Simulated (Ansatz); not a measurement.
# C2H5FGe: how energies converge with the basis set

An exercise on one series of results from a longer session: the logs are not shown, and one member is left open.

Program: Ansatz 0.2.0, Gaussian basis. Level of theory: one geometry, several basis sets. These are calculated values, not measurements.

Plan: PBE0-D4/def2-SVP; ωB97M-V/def2-SVP; PBE0-D4/def2-QZVPP; ωB97M-V/def2-QZVPP; the functionals' def2-TZVPP values are taken from earlier runs.

**Structure used throughout**

All runs share one geometry, relaxed beforehand with PBE0-D4 in a triple-zeta def2 set.

SMILES `C[CH2][Ge][F]`, 9 atoms, charge 0, spin multiplicity 1.

Atoms are counted from 1 here; the program's logs count them from 0.

Bond lengths: C1–C2 1.521 Å, C1–H5 1.091 Å, C1–H6 1.094 Å, C1–H7 1.093 Å, C2–Ge3 1.991 Å, C2–H8 1.103 Å, C2–H9 1.097 Å, Ge3–F4 1.767 Å. Angles: C2–C1–H5 111.2°, C2–C1–H6 111.7°, C2–C1–H7 111.4°, H5–C1–H6 108.1°, H5–C1–H7 107.0°, H6–C1–H7 107.3°, C1–C2–Ge3 117.6°, C1–C2–H8 110.7°, C1–C2–H9 112.1°, Ge3–C2–H8 103.0°, Ge3–C2–H9 107.6°, H8–C2–H9 104.8°, C2–Ge3–F4 96.7°.

The first run:

Input file in.yaml:

```yaml
crystal:
  periodic: [false, false, false]
  atoms:
    - {symbol: C, position_ang: [-0.476656, 0.751475, -0.289448]}
    - {symbol: C, position_ang: [0.121224, -0.209708, 0.727225]}
    - {symbol: Ge, position_ang: [1.491887, -1.500762, 0.080657]}
    - {symbol: F, position_ang: [0.954187, -1.547994, -1.602365]}
    - {symbol: H, position_ang: [-0.868504, 0.215658, -1.155193]}
    - {symbol: H, position_ang: [-1.290395, 1.341238, 0.141784]}
    - {symbol: H, position_ang: [0.272693, 1.454917, -0.661025]}
    - {symbol: H, position_ang: [-0.658834, -0.866294, 1.147843]}
    - {symbol: H, position_ang: [0.542897, 0.315170, 1.593222]}
basis:
  gaussian: {orbitals: def2-SVP}
hamiltonian: {xc: pbe0, dispersion: d4}
output: {orbitals: {seedname: orbitals}}
```

Command:

```bash
$ ansatz run in.yaml --threads 4 --pin off --events-out ev --progress --plain --max-ram 10444MiB
```

Steps of the session up to this table: PBE0-D4 in def2-SVP; ωB97M-V in def2-SVP; PBE0-D4 in def2-QZVPP; ωB97M-V in def2-QZVPP.

One table of the session follows, with a row left open; its other results are not shown here.

| functional | basis | HOMO (eV) | LUMO (eV) |
| --- | --- | --- | --- |
| PBE0-D4 | def2-SVP | -6.58 | -2.23 |
| PBE0-D4 | def2-TZVPP | -6.62 | -2.30 |
| PBE0-D4 | def2-QZVPP | -6.66 | -2.36 |
| ωB97M-V | def2-SVP | ? | ? |
| ωB97M-V | def2-TZVPP | -8.75 | -0.33 |
| ωB97M-V | def2-QZVPP | -8.79 | -0.47 |

Estimate the missing values for ωB97M-V, def2-SVP.

As computed: HOMO (eV): -8.69; LUMO (eV): -0.22. In the column «HOMO (eV)» it lies between ωB97M-V, def2-TZVPP (-8.75) and PBE0-D4, def2-QZVPP (-6.66).
